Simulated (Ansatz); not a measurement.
**C₂H₅AlO: a spread of methods and bases, part 1 of 2**

How do the results and run time of C₂H₅AlO respond when the settings are drawn wide?

Computed with Ansatz 0.2.0, Gaussian basis. Level: the settings change from run to run.

### Step 1. The molecule

The structure was relaxed beforehand with PBE0-D4 in a triple-zeta def2 set.

SMILES `O/C=[CH]\[AlH2]`, 9 atoms, charge 0, spin multiplicity 1.

Atoms are counted from 1 here; the program's logs count them from 0.

Bond lengths: O1–C2 1.341 Å, O1–H5 0.969 Å, C2–C3 1.345 Å, C2–H6 1.088 Å, C3–Al4 1.913 Å, C3–H7 1.087 Å, Al4–H8 1.601 Å, Al4–H9 1.582 Å. Angles: C2–O1–H5 109.4°, O1–C2–C3 127.2°, O1–C2–H6 109.5°, C3–C2–H6 123.3°, C2–C3–Al4 123.5°, C2–C3–H7 113.9°, Al4–C3–H7 122.5°, C3–Al4–H8 115.1°, C3–Al4–H9 124.2°, H8–Al4–H9 120.7°.

Geometry (Å):

```mol
C2H5AlO
  3D, bonds by distance, orders not assigned

  9  8  0  0  0  0  0  0  0  0999 V2000
   -0.1182    1.6650   -0.8406 O   0  0
    0.5179    1.1854    0.2377 C   0  0
    0.4928   -0.0765    0.7010 C   0  0
   -0.4994   -1.4873   -0.1276 Al  0  0
   -0.6212    0.9517   -1.2617 H   0  0
    1.0837    1.9850    0.7123 H   0  0
    1.0901   -0.2296    1.5960 H   0  0
   -1.3166   -1.0629   -1.4374 H   0  0
   -0.5405   -2.9768    0.4033 H   0  0
  1  2  8  0
  2  3  8  0
  3  4  8  0
  1  5  8  0
  2  6  8  0
  3  7  8  0
  4  8  8  0
  4  9  8  0
M  END
```

### Step 2. LC-wPBE/def2-TZVPP

The input, in.yaml:

```yaml
crystal:
  periodic: [false, false, false]
  atoms:
    - {symbol: O, position_ang: [-0.118207, 1.665030, -0.840646]}
    - {symbol: C, position_ang: [0.517935, 1.185419, 0.237716]}
    - {symbol: C, position_ang: [0.492766, -0.076507, 0.700984]}
    - {symbol: Al, position_ang: [-0.499375, -1.487313, -0.127649]}
    - {symbol: H, position_ang: [-0.621216, 0.951695, -1.261743]}
    - {symbol: H, position_ang: [1.083706, 1.984972, 0.712333]}
    - {symbol: H, position_ang: [1.090077, -0.229629, 1.595990]}
    - {symbol: H, position_ang: [-1.316565, -1.062935, -1.437404]}
    - {symbol: H, position_ang: [-0.540521, -2.976832, 0.403319]}
basis:
  gaussian: {orbitals: def2-TZVPP}
hamiltonian: {xc: {name: LC-wPBE}}
output: {forces: true}
```

Command:

```
> ansatz run in.yaml --threads 2 --pin off --events-out ev --progress --plain --max-ram 4352MiB
```

The log of the run:

```text
Functional definition: LC-wPBE
  name "LC-wPBE"
  cite "Vydrov & Scuseria, J. Chem. Phys. 125, 234109 (2006) doi:10.1063/1.2409292"
  cite "Heyd & Scuseria, J. Chem. Phys. 120, 7274 (2004) doi:10.1063/1.1668634"
  cite "Ernzerhof & Perdew, J. Chem. Phys. 109, 3313 (1998) doi:10.1063/1.476928"
  cite "Perdew, Burke & Ernzerhof, Phys. Rev. Lett. 77, 3865 (1996) doi:10.1103/PhysRevLett.77.3865"
  parent pbe
  parameter omega = 0.4/bohr
  exchange = pbe_x_sr(omega) + exact_x_lr(omega)
  correlation = pbe_c
1075 factors; their error is unknown
365 factors; integrals over basis functions are off by at most 3.5e-5 eV
mean field evaluation 1: about -10790.9969 eV, gradient 4.7e1 eV
mean field evaluation 2: about -10792.9267 eV, gradient 3.7e1 eV
mean field evaluation 4: about -10795.3805 eV, gradient 2.6e0 eV
mean field evaluation 8: about -10795.3942 eV, gradient 5.4e-2 eV
mean field evaluation 16: about -10795.3769 eV, gradient 1.1e-4 eV
mean field -10795.37692556 eV, -396.7227846452 hartree, gradient 4.9e-5 eV, S^2 0.000000; 0 other end points of the search recorded, 0 dependent functions left out
the calculation of the forces begins
reference -10795.37692557 eV, -396.7227846454 hartree; 19, 19 occupied and 186, 186 virtual orbitals, 1075 factors
Total energy: -10795.37692557 eV, -396.7227846454 hartree
Atom 0 at    -0.118207     1.665030    -0.840646 Å, force    -0.132256    -0.151075    -0.124718 eV/Å
Atom 1 at     0.517935     1.185419     0.237716 Å, force     0.083161    -0.330629     0.245787 eV/Å
Atom 2 at     0.492766    -0.076507     0.700984 Å, force    -0.004120     0.308471    -0.126947 eV/Å
Atom 3 at    -0.499375    -1.487313    -0.127649 Å, force    -0.004207     0.019898    -0.014764 eV/Å
Atom 4 at    -0.621216     0.951695    -1.261743 Å, force     0.070288     0.139707     0.043022 eV/Å
Atom 5 at     1.083706     1.984972     0.712333 Å, force    -0.017295    -0.056461    -0.001698 eV/Å
Atom 6 at     1.090077    -0.229629     1.595990 Å, force    -0.031369     0.033273    -0.056798 eV/Å
Atom 7 at    -1.316565    -1.062935    -1.437404 Å, force     0.038639    -0.045128     0.072183 eV/Å
Atom 8 at    -0.540521    -2.976832     0.403319 Å, force    -0.002841     0.081944    -0.036066 eV/Å
Dipole moment:     0.032666    -0.055515     0.067718 e Å
```

It took 3.7 s on 2 threads of Arm Neoverse V1, shared host.

Largest force 0.420 eV/Å, dipole 0.45 D.

### Step 3. B97/aug-pcseg-2

Set apart from the defaults: atoms shaken by 0.08 Å.

The input, in.yaml:

```yaml
crystal:
  periodic: [false, false, false]
  atoms:
    - {symbol: O, position_ang: [0.039735, 1.637054, -0.771432]}
    - {symbol: C, position_ang: [0.458670, 1.041571, 0.347490]}
    - {symbol: C, position_ang: [0.431865, -0.129807, 0.625131]}
    - {symbol: Al, position_ang: [-0.492980, -1.377329, -0.098754]}
    - {symbol: H, position_ang: [-0.628386, 0.949509, -1.254501]}
    - {symbol: H, position_ang: [1.003183, 2.021030, 0.690008]}
    - {symbol: H, position_ang: [1.059147, -0.325732, 1.698792]}
    - {symbol: H, position_ang: [-1.344338, -0.995007, -1.455569]}
    - {symbol: H, position_ang: [-0.582134, -3.030434, 0.312206]}
basis:
  gaussian: {orbitals: aug-pcseg-2}
hamiltonian: {xc: {name: B97}}
output: {forces: true}
```

Same command.

The log of the run:

```text
Functional definition: B97
  name "B97"
  cite "Becke, J. Chem. Phys. 107, 8554 (1997) doi:10.1063/1.475007"
  parameter cx = 0.1943
  parameter cx0 = 0.8094
  parameter cx1 = 0.5073
  parameter cx2 = 0.7481
  parameter css0 = 0.1737
  parameter css1 = 2.3487
  parameter css2 = -2.4868
  parameter cos0 = 0.9454
  parameter cos1 = 0.7471
  parameter cos2 = -4.5961
  exchange = spin_sum(e_x_unif_s*poly(b97_u_x, cx0, cx1, cx2)) + cx*exact_x
  correlation = spin_sum(e_c_pw_same_spin*poly(b97_u_same, css0, css1, css2))
      + integral(e_c_pw_opposite_spin*poly(b97_u_opposite, cos0, cos1, cos2))
1239 factors; their error is unknown
mean field evaluation 1: about -10784.7512 eV, gradient 7.1e1 eV
mean field evaluation 2: about -10762.0016 eV, gradient 1.1e2 eV
mean field evaluation 4: about -10795.3772 eV, gradient 1.4e1 eV
mean field evaluation 8: about -10795.8107 eV, gradient 1.9e-1 eV
mean field evaluation 16: about -10795.8150 eV, gradient 1.4e-4 eV
mean field -10795.81495294 eV, -396.7388818545 hartree, gradient 2.1e-5 eV, S^2 0.000000; 0 other end points of the search recorded, 0 dependent functions left out
the calculation of the forces begins
reference -10795.81499413 eV, -396.7388833682 hartree; 19, 19 occupied and 284, 284 virtual orbitals, 1239 factors
Total energy: -10795.81499413 eV, -396.7388833682 hartree
Atom 0 at     0.039735     1.637054    -0.771432 Å, force    -4.042986    -2.278874    -3.162327 eV/Å
Atom 1 at     0.458670     1.041571     0.347490 Å, force     2.682928    13.342114    -2.772453 eV/Å
Atom 2 at     0.431865    -0.129807     0.625131 Å, force     4.071190    -7.269620     8.752278 eV/Å
Atom 3 at    -0.492980    -1.377329    -0.098754 Å, force    -3.046025    -5.249428    -2.556438 eV/Å
Atom 4 at    -0.628386     0.949509    -1.254501 Å, force     2.131353     2.209049     1.038391 eV/Å
Atom 5 at     1.003183     2.021030     0.690008 Å, force    -0.343896    -2.340780     1.241723 eV/Å
Atom 6 at     1.059147    -0.325732     1.698792 Å, force    -1.768904     0.247091    -2.833226 eV/Å
Atom 7 at    -1.344338    -0.995007    -1.455569 Å, force     0.197299     0.041775     0.438474 eV/Å
Atom 8 at    -0.582134    -3.030434     0.312206 Å, force     0.119042     1.298674    -0.146423 eV/Å
Dipole moment:     0.039837     0.059687     0.168536 e Å
```

Run time: 21 s. Hardware: 2 threads of Arm Neoverse V1, shared host; peak memory 0.95 GiB.

Largest force 13.889 eV/Å, dipole 0.88 D.

### Step 4. BHLYP/def2-TZVPP

Set apart from the defaults: D3(BJ) dispersion, high accuracy.

The input, in.yaml:

```yaml
crystal:
  periodic: [false, false, false]
  atoms:
    - {symbol: O, position_ang: [-0.118207, 1.665030, -0.840646]}
    - {symbol: C, position_ang: [0.517935, 1.185419, 0.237716]}
    - {symbol: C, position_ang: [0.492766, -0.076507, 0.700984]}
    - {symbol: Al, position_ang: [-0.499375, -1.487313, -0.127649]}
    - {symbol: H, position_ang: [-0.621216, 0.951695, -1.261743]}
    - {symbol: H, position_ang: [1.083706, 1.984972, 0.712333]}
    - {symbol: H, position_ang: [1.090077, -0.229629, 1.595990]}
    - {symbol: H, position_ang: [-1.316565, -1.062935, -1.437404]}
    - {symbol: H, position_ang: [-0.540521, -2.976832, 0.403319]}
basis:
  gaussian: {orbitals: def2-TZVPP}
hamiltonian: {xc: {name: BHLYP}, dispersion: d3bj}
accuracy: high
output: {forces: true}
```

Same command.

The log of the run:

```text
Functional definition: BHLYP
  name "BHLYP"
  cite "Becke, J. Chem. Phys. 98, 1372 (1993) doi:10.1063/1.464304"
  cite "Becke, Phys. Rev. A 38, 3098 (1988) doi:10.1103/PhysRevA.38.3098"
  cite "Lee, Yang & Parr, Phys. Rev. B 37, 785 (1988) doi:10.1103/PhysRevB.37.785"
  parameter a = 0.5
  exchange = (1 - a)*b88_x + a*exact_x
  correlation = lyp_c
3605 factors; integrals over basis functions are off by at most 1.1e-8 eV
mean field evaluation 1: about -10792.8356 eV, gradient 4.9e1 eV
mean field evaluation 2: about -10793.3144 eV, gradient 4.6e1 eV
mean field evaluation 4: about -10797.9730 eV, gradient 1.7e0 eV
mean field evaluation 8: about -10798.0633 eV, gradient 7.8e-2 eV
mean field evaluation 16: about -10798.0633 eV, gradient 3.4e-5 eV
mean field -10798.06329668 eV, -396.8215069629 hartree, gradient 2.9e-8 eV, S^2 0.000000; 0 other end points of the search recorded, 0 dependent functions left out
the calculation of the forces begins
reference -10798.06332482 eV, -396.8215079971 hartree; 19, 19 occupied and 186, 186 virtual orbitals, 3605 factors
Total energy: -10798.29423559 eV, -396.8299938113 hartree
Atom 0 at    -0.118207     1.665030    -0.840646 Å, force    -0.262604    -0.698000    -0.090814 eV/Å
Atom 1 at     0.517935     1.185419     0.237716 Å, force     0.148724    -0.114208     0.251858 eV/Å
Atom 2 at     0.492766    -0.076507     0.700984 Å, force     0.109172     0.401413    -0.005373 eV/Å
Atom 3 at    -0.499375    -1.487313    -0.127649 Å, force    -0.058080    -0.075022    -0.052576 eV/Å
Atom 4 at    -0.621216     0.951695    -1.261743 Å, force     0.315949     0.573177     0.215065 eV/Å
Atom 5 at     1.083706     1.984972     0.712333 Å, force    -0.194994    -0.302793    -0.152662 eV/Å
Atom 6 at     1.090077    -0.229629     1.595990 Å, force    -0.183474     0.068827    -0.283338 eV/Å
Atom 7 at    -1.316565    -1.062935    -1.437404 Å, force     0.117813    -0.071017     0.193068 eV/Å
Atom 8 at    -0.540521    -2.976832     0.403319 Å, force     0.007494     0.217623    -0.075228 eV/Å
Dipole moment:     0.038882    -0.056845     0.076929 e Å
```

It took 24 s on 2 threads of Arm Neoverse V1, shared host; peak memory 1.1 GiB.

Largest force 0.751 eV/Å, dipole 0.50 D.

### Step 5. PBE/x2c-TZVPPall

This run has D3(BJ) dispersion.

in.yaml: that of step 4 with these lines changed.

```diff
@@ -13,5 +13,4 @@
 basis:
-  gaussian: {orbitals: def2-TZVPP}
-hamiltonian: {xc: {name: BHLYP}, dispersion: d3bj}
-accuracy: high
+  gaussian: {orbitals: x2c-TZVPPall}
+hamiltonian: {xc: {name: PBE}, dispersion: d3bj}
 output: {forces: true}
```

Same command.

The log of the run:

```text
Functional definition: PBE
  name "PBE"
  cite "Perdew, Burke & Ernzerhof, Phys. Rev. Lett. 77, 3865 (1996) doi:10.1103/PhysRevLett.77.3865"
  parent pbe
  parameter kappa = 0.804
  parameter beta = 0.06672455060314922
  exchange = pbe_x(kappa = kappa, mu = beta*pi^2/3)
  correlation = pbe_c(beta = beta)
1073 factors; their error is unknown
mean field evaluation 1: about -10794.6737 eV, gradient 7.0e1 eV
mean field evaluation 2: about -10749.4057 eV, gradient 1.3e2 eV
mean field evaluation 4: about -10804.0740 eV, gradient 2.7e1 eV
mean field evaluation 8: about -10805.8414 eV, gradient 6.0e-2 eV
mean field evaluation 16: about -10805.8143 eV, gradient 1.7e-4 eV
mean field -10805.81429761 eV, -397.1063509932 hartree, gradient 2.2e-5 eV, S^2 0.000000; 0 other end points of the search recorded, 0 dependent functions left out
the calculation of the forces begins
reference -10805.81434185 eV, -397.1063526191 hartree; 19, 19 occupied and 186, 186 virtual orbitals, 1073 factors
Total energy: -10805.97415312 eV, -397.1122255750 hartree
Relativity: scalar
Atom 0 at    -0.118207     1.665030    -0.840646 Å, force     0.002112     0.664892    -0.259347 eV/Å
Atom 1 at     0.517935     1.185419     0.237716 Å, force     0.141560     0.173159     0.128556 eV/Å
Atom 2 at     0.492766    -0.076507     0.700984 Å, force    -0.050120    -0.448499     0.107651 eV/Å
Atom 3 at    -0.499375    -1.487313    -0.127649 Å, force    -0.002915    -0.043813     0.012378 eV/Å
Atom 4 at    -0.621216     0.951695    -1.261743 Å, force    -0.261670    -0.413589    -0.202254 eV/Å
Atom 5 at     1.083706     1.984972     0.712333 Å, force     0.120638     0.190939     0.093263 eV/Å
Atom 6 at     1.090077    -0.229629     1.595990 Å, force     0.115067    -0.057113     0.183506 eV/Å
Atom 7 at    -1.316565    -1.062935    -1.437404 Å, force    -0.058773     0.033095    -0.094892 eV/Å
Atom 8 at    -0.540521    -2.976832     0.403319 Å, force    -0.005899    -0.099072     0.031138 eV/Å
Dipole moment:     0.038830    -0.002108     0.055208 e Å
```

It took 3.1 s on 2 threads of Arm Neoverse V1, shared host.

Largest force 0.714 eV/Å, dipole 0.32 D.

(Continued in part 2 of 2.)
